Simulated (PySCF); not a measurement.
# C5H9NOSi: electronic excitations

Wanted: the electronic excitations of C5H9NOSi (`N#C[C@H]1CC[SiH2]OC1`), by calculation.

Computed with PySCF 2.14.0, with density-fitted response routines of our own, on a single molecule in the gas phase. Atoms are numbered from 0 throughout.

## Step 1: Starting geometry

17 atoms, charge 0, multiplicity 1; geometry from: GFN2-xTB.

Bonds of the start (Å): N0–C1 1.14, C1–C2 1.44, C2–C3 1.54, C3–C4 1.53, C4–Si5 1.91, Si5–O6 1.63, O6–C7 1.39, C7–C2 1.54, C2–H8 1.10, C3–H9 1.09, C3–H10 1.09, C4–H11 1.09, C4–H12 1.09, Si5–H13 1.47, Si5–H14 1.45, C7–H15 1.10, C7–H16 1.10.

## Step 2: Ultraviolet spectrum: B3LYP/def2-SVPD

Job settings and geometry (Å):

```
{"job": {"kind": "uv", "xc": "B3LYP", "basis": "def2-SVPD", "nstates": 8, "ntriplets": 3}, "charge": 0, "multiplicity": 1}
N      3.555779     0.427987     0.386155
C      2.463537     0.323436     0.065273
C      1.081146     0.175130    -0.317075
C      0.446455    -0.993739     0.454600
C     -0.927013    -1.348418    -0.116434
Si    -2.004276     0.224888    -0.135660
O     -0.984792     1.442846    -0.500500
C      0.339788     1.498939    -0.067854
H      1.041746    -0.043872    -1.391594
H      0.353549    -0.712192     1.507115
H      1.115125    -1.858711     0.402691
H     -0.796979    -1.742829    -1.126380
H     -1.361888    -2.151807     0.476455
H     -2.578511     0.409459     1.201208
H     -2.953386     0.311559    -1.230835
H      0.827839     2.310054    -0.619663
H      0.374883     1.739301     1.002589
```

Method: TDDFT B3LYP/def2-SVPD, vertical, gas phase, core orbitals frozen in the response.

Started as:

```sh
> OMP_NUM_THREADS=1 python probes_run.py task.json out
```

The driver reads the jobs from task.json and runs them one after another.

Predict these results of the whole session: lowest singlet (B3LYP/def2-SVPD); brightest single state of those computed; lowest triplet.

The runs gave:

```
                                quantity                        value
        lowest singlet (B3LYP/def2-SVPD)  6.78 eV (183 nm), f = 0.001
brightest single state of those computed  state 6, 7.72 eV, f = 0.026
                          lowest triplet                      6.47 eV
```

In words: The lowest singlet, at 6.78 eV, is HOMO→LUMO 0.95 and is dark; of the 8 states computed, the strongest absorption comes from state 6 at 7.72 eV (the last state computed is bright too, and its partners may lie past the list). The lowest triplet lies 0.31 eV below the lowest singlet (triplets in Tamm-Dancoff, singlets in full TDDFT).
